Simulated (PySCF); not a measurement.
# C₂H₇AlF₂O: electronic excitations and core binding energies

Wanted: the electronic excitations and core binding energies of C₂H₇AlF₂O (`FC[O+]([AlH3-])CF`), by calculation.

Programs: PySCF 2.14.0, with density-fitted response routines of our own. Each step states its level of theory. These are calculated values for one molecule in the gas phase, unless marked as measured. Atoms count from 0, in the outputs and in this text.

## Step 1: The molecule as given

13 atoms, charge 0, multiplicity 1; geometry from: GFN2-xTB.

Bonds of the start (Å): F0–C1 1.36, C1–O2 1.39, O2–Al3 1.91, O2–C4 1.39, C4–F5 1.36, C1–H6 1.10, C1–H7 1.10, Al3–H8 1.58, Al3–H9 1.57, Al3–H10 1.57, C4–H11 1.10, C4–H12 1.10.

## Step 2: Excited states and response: B3LYP/def2-SVPD

The job: settings as JSON, then the geometry in Å.

```
{"job": {"kind": "uv", "xc": "B3LYP", "basis": "def2-SVPD", "nstates": 8, "ntriplets": 3}, "charge": 0, "multiplicity": 1}
F     -1.509026    -1.253367    -1.053498
C     -1.067363    -0.779907     0.138826
O     -0.016189     0.099630    -0.075792
Al     1.628137    -0.551188     0.653278
C     -0.332670     1.284930    -0.725585
F     -1.131336     2.039388     0.074795
H     -0.663123    -1.617796     0.718916
H     -1.917297    -0.298571     0.639373
H      1.132244    -0.657513     2.148443
H      1.686674    -1.893609    -0.162208
H      2.457044     0.695791     0.169277
H      0.608122     1.823240    -0.881427
H     -0.879604     1.109457    -1.662126
```

Method: TDDFT B3LYP/def2-SVPD, vertical, gas phase, core orbitals frozen in the response.

The program printed:

```text
coarse grid: 11400 points
cycle   1  E = -597.2485365282  dE =  6.140e-01  |g| = 7.387e-01  |ddm| = 4.599e+00
cycle   2  E = -597.1590259188  dE =  8.951e-02  |g| = 1.067e+00  |ddm| = 1.537e+00
cycle   3  E = -597.3460090275  dE = -1.870e-01  |g| = 7.808e-02  |ddm| = 8.886e-01
cycle   4  E = -597.3468714686  dE = -8.624e-04  |g| = 3.823e-02  |ddm| = 9.928e-02
cycle   5  E = -597.3471096141  dE = -2.381e-04  |g| = 9.769e-03  |ddm| = 3.608e-02
cycle   6  E = -597.3471254218  dE = -1.581e-05  |g| = 3.030e-03  |ddm| = 1.027e-02
cycle   7  E = -597.3471274682  dE = -2.046e-06  |g| = 1.685e-04  |ddm| = 3.729e-03
final grid: 106328 points
cycle   8  E = -597.4345116509  dE = -3.738e-05  |g| = 4.926e-03  |ddm| = 1.030e-01
cycle   9  E = -597.4345079305  dE =  3.720e-06  |g| = 6.920e-03  |ddm| = 1.207e-02
cycle  10  E = -597.4345162712  dE = -8.341e-06  |g| = 6.131e-04  |ddm| = 5.837e-03
cycle  11  E = -597.4345163348  dE = -6.364e-08  |g| = 1.981e-04  |ddm| = 7.778e-04
cycle  12  E = -597.4345163407  dE = -5.845e-09  |g| = 7.580e-05  |ddm| = 2.173e-04
cycle  13  E = -597.4345163417  dE = -1.016e-09  |g| = 1.652e-05  |ddm| = 7.589e-05
cycle  14  E = -597.4345163417  dE = -4.945e-11  |g| = 1.554e-06  |ddm| = 1.851e-05
converged SCF energy = -597.4345163417

Static polarisability (au): isotropic 63.485, principal 59.950 64.875 65.629

Singlet excitations
state   eV       nm        f      main configurations
  1   6.4056    193.6   0.00733   H->L 0.79, H->L+1 0.20
  2   6.6209    187.3   0.02460   H-1->L 0.80, H-1->L+1 0.18
  3   6.8137    182.0   0.01302   H->L+1 0.79, H->L 0.20
  4   6.9966    177.2   0.01049   H-1->L+1 0.79, H-1->L 0.18
  5   7.2808    170.3   0.07682   H->L+2 0.94
  6   7.3858    167.9   0.05227   H-1->L+2 0.80, H->L+3 0.10
  7   7.6101    162.9   0.02972   H->L+3 0.74, H-1->L+2 0.14
  8   7.7985    159.0   0.04808   H->L+4 0.31, H->L+5 0.28, H->L+3 0.11

Triplet excitations (Tamm-Dancoff, eV): 5.9805 6.1319 6.7022
```

It took 27 s on 1 thread, shared host.

The orbitals next to the gap, with their largest atomic shares:

```
orbital      eV                        atoms
 HOMO−3  -10.75    F0 31 %, F5 16 %, C1 15 %
 HOMO−2  -10.06  Al3 33 %, H9 15 %, H10 15 %
 HOMO−1   -7.75  H10 36 %, Al3 35 %, H9 10 %
   HOMO   -7.56   Al3 35 %, H8 28 %, H9 27 %
   LUMO   -0.22   Al3 22 %, C4 15 %, C1 12 %
 LUMO+1    0.09     Al3 45 %, H8 6 %, O2 6 %
 LUMO+2    0.51    Al3 41 %, H11 8 %, O2 6 %
```

With each of the 8 states as a Gaussian band of 0.4 eV half-width at 1/e, the curve within the window shown has maxima at 167 nm (ε 6,800) L/(mol cm). Beyond the last state computed it falls off for lack of states. The curve at chosen wavelengths:

| nm | ε (L/mol/cm) |
| --- | --- |
| 153 | 1517 |
| 155 | 2352 |
| 158 | 3797 |
| 160 | 4761 |
| 163 | 6001 |
| 165 | 6564 |
| 167 | 6822 |
| 170 | 6563 |
| 172 | 6018 |
| 175 | 4921 |
| 177 | 4185 |
| 179 | 3549 |
| 182 | 2837 |
| 184 | 2497 |
| 187 | 2095 |
| 189 | 1851 |
| 191 | 1608 |
| 194 | 1243 |
| 196 | 1009 |
| 199 | 697 |
| 201 | 525 |
| 203 | 383 |
| 206 | 227 |
| 208 | 155 |
| 211 | 83 |
| 213 | 53 |

Ground-state properties from the same run:

```
           property  computed
  dipole moment (D)      2.92
polarisability (Å³)      9.41
 HOMO–LUMO gap (eV)      7.34
      −ε(HOMO) (eV)      7.56
```

## Step 3: X-ray photoelectron lines: SCAN, X2C

Same as in step 2 but for these lines:

```diff
@@ -1,2 +1,2 @@
-{"job": {"kind": "uv", "xc": "B3LYP", "basis": "def2-SVPD", "nstates": 8, "ntriplets": 3}, "charge": 0, "multiplicity": 1}
+{"job": {"kind": "xps"}, "charge": 0, "multiplicity": 1}
 F     -1.509026    -1.253367    -1.053498
```

Level: delta-SCF UKS SCAN, pcX-2 on the ionised atom, pcseg-1 elsewhere, spin-free X2C.

The program printed:

```text
ground state, core basis on atom 0 (F), 154 functions
  cycle   1  E = -598.14515489  |g| = 7.47e-01
  cycle   2  E = -598.01084325  |g| = 1.22e+00
  cycle   3  E = -598.23389294  |g| = 1.07e-01
  cycle   4  E = -598.23515298  |g| = 6.64e-02
  cycle   5  E = -598.23590083  |g| = 8.52e-03
  cycle   6  E = -598.23591205  |g| = 3.08e-03
  cycle   7  E = -598.23591153  |g| = 1.33e-03
  cycle   8  E = -598.23591214  |g| = 5.08e-04
  cycle   9  E = -598.23591356  |g| = 6.53e-05
  E(ground) = -598.26791771 Eh
hole in F 1s of atom 0
  cycle   1  E = -571.84354462  |g| = 2.58e+00
  cycle   2  E = -570.23772339  |g| = 2.53e+00
  cycle   3  E = -572.26780807  |g| = 9.16e-01
  cycle   4  E = -572.70499579  |g| = 2.58e-01
  cycle   5  E = -572.72299695  |g| = 1.03e-01
  cycle   6  E = -572.72634512  |g| = 4.28e-02
  cycle   7  E = -572.72692086  |g| = 7.36e-03
  cycle   8  E = -572.72693974  |g| = 2.97e-03
  cycle   9  E = -572.72694200  |g| = 9.60e-04
  cycle  10  E = -572.72694195  |g| = 4.87e-04
  E(ion) = -572.76692571 Eh   <S^2> = 0.7570   hole on atom = 1.000   binding energy = 693.917 eV
ground state, core basis on atom 1 (C), 154 functions
  cycle   1  E = -598.19403272  |g| = 9.61e-02
  cycle   2  E = -598.19214446  |g| = 1.34e-01
  cycle   3  E = -598.19488435  |g| = 2.01e-02
  cycle   4  E = -598.19493702  |g| = 9.16e-03
  cycle   5  E = -598.19495185  |g| = 1.46e-03
  cycle   6  E = -598.19495484  |g| = 3.03e-04
  E(ground) = -598.22531676 Eh
hole in C 1s of atom 1
  cycle   1  E = -586.77541777  |g| = 1.50e+00
  cycle   2  E = -580.82281367  |g| = 3.16e+00
  cycle   3  E = -586.97712107  |g| = 8.78e-01
  cycle   4  E = -587.20054072  |g| = 5.54e-01
  cycle   5  E = -587.30911786  |g| = 1.33e-01
  cycle   6  E = -587.31412534  |g| = 5.06e-02
  cycle   7  E = -587.31491730  |g| = 1.96e-02
  cycle   8  E = -587.31504977  |g| = 4.73e-03
  cycle   9  E = -587.31506237  |g| = 2.67e-03
  cycle  10  E = -587.31506531  |g| = 1.84e-03
  cycle  11  E = -587.31506738  |g| = 5.45e-04
  cycle  12  E = -587.31506829  |g| = 2.67e-04
  E(ion) = -587.34655942 Eh   <S^2> = 0.7730   hole on atom = 1.000   binding energy = 296.026 eV
ground state, core basis on atom 2 (O), 154 functions
  cycle   1  E = -598.21966386  |g| = 9.94e-02
  cycle   2  E = -598.21897767  |g| = 7.68e-02
  cycle   3  E = -598.21946259  |g| = 5.66e-02
  cycle   4  E = -598.21998065  |g| = 7.01e-03
  cycle   5  E = -598.21999056  |g| = 9.53e-04
  cycle   6  E = -598.21999169  |g| = 2.76e-04
  E(ground) = -598.24838973 Eh
hole in O 1s of atom 2
  cycle   1  E = -577.49562536  |g| = 2.23e+00
  cycle   2  E = -576.54671376  |g| = 2.50e+00
  cycle   3  E = -578.13281630  |g| = 7.26e-01
  cycle   4  E = -578.24097075  |g| = 4.70e-01
  cycle   5  E = -578.30960480  |g| = 7.20e-02
  cycle   6  E = -578.31132005  |g| = 8.02e-03
  cycle   7  E = -578.31134726  |g| = 3.75e-03
  cycle   8  E = -578.31135124  |g| = 2.44e-03
  cycle   9  E = -578.31135377  |g| = 9.10e-04
  cycle  10  E = -578.31135343  |g| = 2.91e-04
  E(ion) = -578.34175906 Eh   <S^2> = 0.7626   hole on atom = 1.000   binding energy = 541.687 eV
ground state, core basis on atom 3 (Al), 165 functions
  cycle   1  E = -598.25920938  |g| = 2.55e-01
  cycle   2  E = -598.25684108  |g| = 1.51e-01
  cycle   3  E = -598.25724365  |g| = 1.38e-01
  cycle   4  E = -598.26055811  |g| = 1.79e-02
  cycle   5  E = -598.26060048  |g| = 5.44e-03
  cycle   6  E = -598.26060498  |g| = 2.91e-04
  E(ground) = -598.25393421 Eh
hole in Al 1s of atom 3
  cycle   1  E = -539.70961970  |g| = 3.97e+00
  cycle   2  E = -540.20580223  |g| = 1.83e+00
  cycle   3  E = -540.64958174  |g| = 3.55e-01
  cycle   4  E = -540.68985310  |g| = 2.15e-01
  cycle   5  E = -540.70525178  |g| = 8.16e-02
  cycle   6  E = -540.70753901  |g| = 1.82e-02
  cycle   7  E = -540.70763286  |g| = 1.03e-02
  cycle   8  E = -540.70767481  |g| = 2.11e-03
  cycle   9  E = -540.70767678  |g| = 6.28e-04
  cycle  10  E = -540.70767684  |g| = 1.49e-04
  E(ion) = -540.70465680 Eh   <S^2> = 0.7520   hole on atom = 1.000   binding energy = 1565.996 eV
hole in Al 2p of atom 3
  cycle   1  E = -595.04439434  |g| = 1.07e+00
  cycle   2  E = -595.14254379  |g| = 7.82e-01
  cycle   3  E = -595.31011598  |g| = 1.33e-01
  cycle   4  E = -595.31330596  |g| = 1.06e-01
  cycle   5  E = -595.31655822  |g| = 3.07e-02
  cycle   6  E = -595.31692346  |g| = 8.82e-03
  cycle   7  E = -595.31695248  |g| = 3.52e-03
  cycle   8  E = -595.31695705  |g| = 9.83e-04
  cycle   9  E = -595.31695729  |g| = 1.90e-04
  E(ion) = -595.31741617 Eh   <S^2> = 0.7512   hole on atom = 1.003   binding energy = 79.907 eV
  2p3/2 = 79.483 eV   2p1/2 = 80.021 eV
```

Run time: 48 s. Hardware: 1 thread, shared host.

The holes in one table. −ε is the ground-state orbital energy:

```
       hole  stands for                     environment  ΔSCF (eV; 2p as the shell's mean)  −ε (eV)   ⟨S²⟩
  F1s on F0      F0, F5       fluorine on an sp3 carbon                             693.92    667.8  0.757
  C1s on C1      C1, C4       sp3 CH2 bonded to F and O                             296.03    278.4  0.773
  O1s on O2          O2  donor oxygen of a Lewis adduct                             541.69    519.9  0.763
Al1s on Al3         Al3      aluminium bonded to O, 3 H                            1566.00   1517.2  0.752
Al2p on Al3         Al3      aluminium bonded to O, 3 H                              79.66     69.8  0.751
```

Each hole run stands for the others of its class of like atoms.

With the spin-orbit splitting: Al3 2p3/2 79.48, 2p1/2 80.02 eV. The table gives each 2p level as the mean over the whole 2p shell (two parts 2p3/2, one part 2p1/2), which differs a little from the single hole in the log.

## Step 4: Outcome

```
                                quantity                        value
        lowest singlet (B3LYP/def2-SVPD)  6.41 eV (194 nm), f = 0.007
brightest single state of those computed  state 5, 7.28 eV, f = 0.077
                          lowest triplet                      5.98 eV
        F1s binding energies, SCAN/pcX-2                 F0 693.92 eV
        C1s binding energies, SCAN/pcX-2                 C1 296.03 eV
        O1s binding energies, SCAN/pcX-2                 O2 541.69 eV
       Al1s binding energies, SCAN/pcX-2               Al3 1566.00 eV
       Al2p binding energies, SCAN/pcX-2                 Al3 79.66 eV
```

In words: The first singlet state (HOMO→LUMO 0.79, HOMO→LUMO+1 0.20) lies at 6.41 eV and is weak; of the 8 states computed, the strongest absorption comes from state 5 at 7.28 eV (the last state computed is bright too, and its partners may lie past the list). The lowest triplet lies 0.43 eV below the lowest singlet (triplets in Tamm-Dancoff, singlets in full TDDFT).
